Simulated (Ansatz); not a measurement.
# SrAlO: the cost of one run

Computed with Ansatz 0.2.0 (DFT PBE, scalar-relativistic, plane waves, PAW, unless a step names another level, unless a step's input says otherwise).

1 further run of the same task is left out (it didn't finish). Runs told in other sessions of the task aren't counted.

## (1) The system as given

Symmetry: Pnma, No. 62, orthorhombic system. Conventional cell: a = 9.133 Å, b = 4.428 Å, c = 7.030 Å, α = 90.00°, β = 90.00°, γ = 90.00°. Around Sr (site symmetry m) lie 3 O at 2.42 to 2.50 Å. Around Al (site symmetry m) lie 1 O at 1.78 Å. Around O (site symmetry m) lie 1 Al at 1.78 Å and 3 Sr at 2.42 to 2.50 Å.

As a file:

```xyz
12
Lattice="9.1329 0.0000 0.0000 0.0000 4.4284 0.0000 0.0000 0.0000 7.0299" Properties=species:S:1:pos:R:3 pbc="T T T"
Sr    3.2958    3.3213    4.3097
Sr    1.2706    1.1071    0.7947
Sr    7.8622    3.3213    6.2352
Sr    5.8371    1.1071    2.7202
Al    4.2915    3.3213    0.6464
Al    0.2749    1.1071    4.1613
Al    8.8580    3.3213    2.8685
Al    4.8413    1.1071    6.3835
O     4.7371    3.3213    2.3710
O     8.9621    1.1071    5.8859
O     0.1707    3.3213    1.1439
O     4.3957    1.1071    4.6589
```

It came out lowest among 21 distinct ends of the trial cells. At a tolerance of 0.05 Å it has space group Pnma (No. 62).

## (2) Tight relaxation for the response runs, on the response runs' mesh and smearing

input.yaml

```yaml
crystal:
  lattice:
    - [9.1328592459, 0.0, 0.0]
    - [0.0, 4.4283717846, 0.0]
    - [0.0, 0.0, 7.029871303]
  atoms:
    - { symbol: Sr, position: [0.3608730244, 0.75, 0.613048244] }
    - { symbol: Sr, position: [0.1391269756, 0.25, 0.113048244] }
    - { symbol: Sr, position: [0.8608730244, 0.75, 0.886951756] }
    - { symbol: Sr, position: [0.6391269756, 0.25, 0.386951756] }
    - { symbol: Al, position: [0.4699009357, 0.75, 0.091951149] }
    - { symbol: Al, position: [0.0300990643, 0.25, 0.591951149] }
    - { symbol: Al, position: [0.9699009357, 0.75, 0.408048851] }
    - { symbol: Al, position: [0.5300990643, 0.25, 0.908048851] }
    - { symbol: O, position: [0.5186919519, 0.75, 0.3372730852] }
    - { symbol: O, position: [0.9813080481, 0.25, 0.8372730852] }
    - { symbol: O, position: [0.0186919519, 0.75, 0.1627269148] }
    - { symbol: O, position: [0.4813080481, 0.25, 0.6627269148] }
basis:
  ecutwfc: 420
kpoints:
  mp_grid: { grid: [4, 8, 6] }
hamiltonian:
  xc: pbe
scf:
  occupations: { method: gaussian, width: 0.1 }
output:
  forces: true
  stress: true
  eigenvalues: true
relax:
  adjacent_minimum: "off"
  f_tol: 0.001
  max_steps: 60
  cell: { stress_tol: 0.01 }
```

On the command line:

```console
> ansatz run input.yaml --threads 3 --pin off --max-ram 7680MiB --backend cpu --events-out ev --progress --plain --runs-dir out
```

What time and memory should one allow on 3 threads of Intel Xeon 6975P-C (Granite Rapids), shared host?

About 68 s, with a peak of 1.1 GiB.
